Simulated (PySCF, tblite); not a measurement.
# C₂H₆Cl₃Si₂ radical: geometry, infrared bands and EPR parameters

Wanted: the infrared bands and EPR parameters of C₂H₆Cl₃Si₂ radical (`[SiH3]C[Si](Cl)C(Cl)Cl`), by calculation.

The runs use tblite 0.8.0 and PySCF 2.14.0, with density-fitted response routines of our own; the level of theory stands in each step. All values are computed, except where a source is named. Atoms are numbered from 0 throughout.

## Step 1: Starting geometry

13 atoms, charge 0, multiplicity 2; geometry from: force field or distance geometry start.

Bonds of the start (Å): Si0–C1 1.87, C1–Si2 1.87, Si2–Cl3 2.08, Si2–C4 1.85, C4–Cl5 1.77, C4–Cl6 1.76, Si0–H7 1.47, Si0–H8 1.47, Si0–H9 1.47, C1–H10 1.10, C1–H11 1.10, C4–H12 1.11.

## Step 2: Geometry optimisation with GFN2-xTB

The job: settings as JSON, then the geometry in Å.

```
{"job": {"kind": "relax", "xc": "GFN2-xTB", "basis": "xTB"}, "charge": 0, "multiplicity": 2}
Si    -2.017100     0.310400     0.330400
C     -0.496900     0.900300    -0.592300
Si     0.582100    -0.617600    -0.787700
Cl    -0.373100    -2.368100    -0.208100
C      2.236800    -0.450300     0.011500
Cl     2.434100    -1.485700     1.432500
Cl     2.667700     1.209900     0.424500
H     -2.200100    -1.101000    -0.043500
H     -1.764200     0.391300     1.773900
H     -3.222600     1.057600    -0.056200
H     -0.002400     1.682900     0.004500
H     -0.833200     1.276800    -1.573000
H      2.984400    -0.805900    -0.734200
```

Launch:

```sh
$ OMP_NUM_THREADS=1 python probes_run.py task.json out
```

One launch serves the whole session: the jobs run in the order shown.

**Question.** This job is followed by: GFN2-xTB harmonic vibrations, gas phase; UKS B3LYP, pcH-1 on C Cl H Si, non-relativistic, mean-field spin-orbit, GIAO. What will the session give for the following? strongest single infrared mode (GFN2-xTB); zero-point energy (GFN2-xTB); g(iso) (B3LYP); ⟨S²⟩; largest a(iso) (averaged by class); potential on the surface of density 0.002 e/bohr³, 1st and 99th percentile.

As calculated:

```
                                                                  quantity                    value
                                 strongest single infrared mode (GFN2-xTB)    2251 cm⁻¹, 412 km/mol
                                              zero-point energy (GFN2-xTB)            44.4 kcal/mol
                                                            g(iso) (B3LYP)                  2.00466
                                                                      ⟨S²⟩       0.752 (exact 0.75)
                                        largest a(iso) (averaged by class)  29Si on Si2, -644.5 MHz
potential on the surface of density 0.002 e/bohr³, 1st and 99th percentile       -0.53 V and 1.36 V
```

**Reading.** Over 136 steps the energy fell by 0.796 eV; of the close pairs, Si2–C4 changed most, 1.845 to 1.941 Å. No mode is imaginary among the 33: a minimum at this level. The strongest single mode, at 2251 cm⁻¹, moves mainly H9. GFN2-xTB is a fitted tight-binding method: band positions and strengths are rough. Its intensities can rank the bands wrongly. Most of the unpaired spin sits on Si2 (0.81 e). The isotropic g lies 2.3 ppt above the free-electron value. These values are for one conformer; the search (at its own cheap level) found 2 more, at 1.19, 1.96 kcal/mol, and measured spectra average over such forms.
